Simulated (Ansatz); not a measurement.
# Cs2W3SeO12: the cost of one run

Computed with Ansatz 0.2.0 (DFT, PBE, plane-wave PAW, default files, scalar-relativistic, as far as a step names no other, unless a step's input says otherwise).

**1. The system as given**

Symmetry: P6_3, No. 173, hexagonal system. The conventional cell has a = 7.360 Å, b = 7.360 Å, c = 13.162 Å, α = 90.00°, β = 90.00°, γ = 120.00°. Cs (site symmetry 3) has 15 O at 3.12 to 3.73 Å as nearest neighbours. Cs (site symmetry 3) has 15 O at 3.21 to 3.86 Å as nearest neighbours. W (site symmetry 1) has 6 O at 1.75 to 2.22 Å as nearest neighbours. Se (site symmetry 3) has 3 O at 1.75 Å as nearest neighbours. O (site symmetry 1) is surrounded by 1 Se at 1.75 Å and 1 W at 2.22 Å. Around O (site symmetry 1) lie 2 W at 1.89 to 2.02 Å. O (site symmetry 1) has 2 W at 1.87 to 2.01 Å as nearest neighbours. Around O (site symmetry 1) lie 1 W at 1.75 Å.

Structure file:

```cif
data_structure
_symmetry_space_group_name_H-M 'P 1'
_symmetry_Int_Tables_number 1
_cell_length_a 7.3601
_cell_length_b 7.3601
_cell_length_c 13.1624
_cell_angle_alpha 90.000
_cell_angle_beta 90.000
_cell_angle_gamma 120.000
_cell_volume 617.50
loop_
_atom_site_label
_atom_site_type_symbol
_atom_site_fract_x
_atom_site_fract_y
_atom_site_fract_z
_atom_site_occupancy
Cs1 Cs 0.66667 0.33333 0.22130 1
Cs2 Cs 0.33333 0.66667 0.09463 1
Cs3 Cs 0.33333 0.66667 0.72130 1
Cs4 Cs 0.66667 0.33333 0.59463 1
W1 W 0.81239 0.66158 0.89457 1
W2 W 0.15081 0.81239 0.39457 1
W3 W 0.18761 0.33842 0.39457 1
W4 W 0.66158 0.84919 0.39457 1
W5 W 0.84919 0.18761 0.89457 1
W6 W 0.33842 0.15081 0.89457 1
Se1 Se 0.00000 0.00000 0.67687 1
Se2 Se 0.00000 0.00000 0.17687 1
O1 O 0.87716 0.12653 0.73169 1
O2 O 0.75064 0.87716 0.23169 1
O3 O 0.12653 0.24936 0.23169 1
O4 O 0.87347 0.75064 0.73169 1
O5 O 0.24936 0.12283 0.73169 1
O6 O 0.12283 0.87347 0.23169 1
O7 O 0.91035 0.45903 0.85501 1
O8 O 0.45131 0.91035 0.35501 1
O9 O 0.45903 0.54869 0.35501 1
O10 O 0.54097 0.45131 0.85501 1
O11 O 0.54869 0.08965 0.85501 1
O12 O 0.08965 0.54097 0.35501 1
O13 O 0.87229 0.75235 0.40202 1
O14 O 0.11994 0.87229 0.90202 1
O15 O 0.75235 0.88006 0.90202 1
O16 O 0.24765 0.11994 0.40202 1
O17 O 0.88006 0.12771 0.40202 1
O18 O 0.12771 0.24765 0.90202 1
O19 O 0.19113 0.79667 0.52471 1
O20 O 0.39446 0.19113 0.02471 1
O21 O 0.79667 0.60554 0.02471 1
O22 O 0.20333 0.39446 0.52471 1
O23 O 0.60554 0.80887 0.52471 1
O24 O 0.80887 0.20333 0.02471 1
```

**2. Single point at the given positions**

The input, input.yaml:

```yaml
crystal:
  lattice:
    - [7.3601280766, 0.0, 0.0]
    - [-3.6800640383, 6.3740578894, 0.0]
    - [0.0, 0.0, 13.162431]
  atoms:
    - { symbol: Cs, position: [0.6666666667, 0.3333333333, 0.221298] }
    - { symbol: Cs, position: [0.3333333333, 0.6666666667, 0.094631] }
    - { symbol: Cs, position: [0.3333333333, 0.6666666667, 0.721298] }
    - { symbol: Cs, position: [0.6666666667, 0.3333333333, 0.594631] }
    - { symbol: W, position: [0.812392, 0.661585, 0.894572] }
    - { symbol: W, position: [0.150807, 0.812392, 0.394572] }
    - { symbol: W, position: [0.187608, 0.338415, 0.394572] }
    - { symbol: W, position: [0.661585, 0.849193, 0.394572] }
    - { symbol: W, position: [0.849193, 0.187608, 0.894572] }
    - { symbol: W, position: [0.338415, 0.150807, 0.894572] }
    - { symbol: Se, position: [0.0, 0.0, 0.676868] }
    - { symbol: Se, position: [0.0, 0.0, 0.176868] }
    - { symbol: O, position: [0.877165, 0.126528, 0.731688] }
    - { symbol: O, position: [0.750637, 0.877165, 0.231688] }
    - { symbol: O, position: [0.126528, 0.249363, 0.231688] }
    - { symbol: O, position: [0.873472, 0.750637, 0.731688] }
    - { symbol: O, position: [0.249363, 0.122835, 0.731688] }
    - { symbol: O, position: [0.122835, 0.873472, 0.231688] }
    - { symbol: O, position: [0.910347, 0.459033, 0.855011] }
    - { symbol: O, position: [0.451314, 0.910347, 0.355011] }
    - { symbol: O, position: [0.459033, 0.548686, 0.355011] }
    - { symbol: O, position: [0.540967, 0.451314, 0.855011] }
    - { symbol: O, position: [0.548686, 0.089653, 0.855011] }
    - { symbol: O, position: [0.089653, 0.540967, 0.355011] }
    - { symbol: O, position: [0.872286, 0.752346, 0.402019] }
    - { symbol: O, position: [0.11994, 0.872286, 0.902019] }
    - { symbol: O, position: [0.752346, 0.88006, 0.902019] }
    - { symbol: O, position: [0.247654, 0.11994, 0.402019] }
    - { symbol: O, position: [0.88006, 0.127714, 0.402019] }
    - { symbol: O, position: [0.127714, 0.247654, 0.902019] }
    - { symbol: O, position: [0.19113, 0.796667, 0.524711] }
    - { symbol: O, position: [0.394463, 0.19113, 0.024711] }
    - { symbol: O, position: [0.796667, 0.605537, 0.024711] }
    - { symbol: O, position: [0.203333, 0.394463, 0.524711] }
    - { symbol: O, position: [0.605537, 0.80887, 0.524711] }
    - { symbol: O, position: [0.80887, 0.203333, 0.024711] }
kpoints:
  mp_grid: { grid: [4, 4, 2] }
scf:
  occupations: { method: fermi_dirac, width: 0.02 }
hamiltonian:
  xc: pbe
  pseudopotentials: { kind: paw }
output:
  forces: true
  stress: true
  populations: true
  efg:
    quadrupole_moments_barn: { Cs: -0.00343, O: -0.02558 }
    contact_densities: true
```

Started as:

```sh
> ansatz run input.yaml --threads 1 --pin off --max-ram 3072MiB --backend cpu --events-out ev --progress --plain --runs-dir out
```

Q: Estimate wall time and peak memory on 1 thread of Arm Neoverse V2, shared host.

About 2.3 min, with a peak of 1.4 GiB.
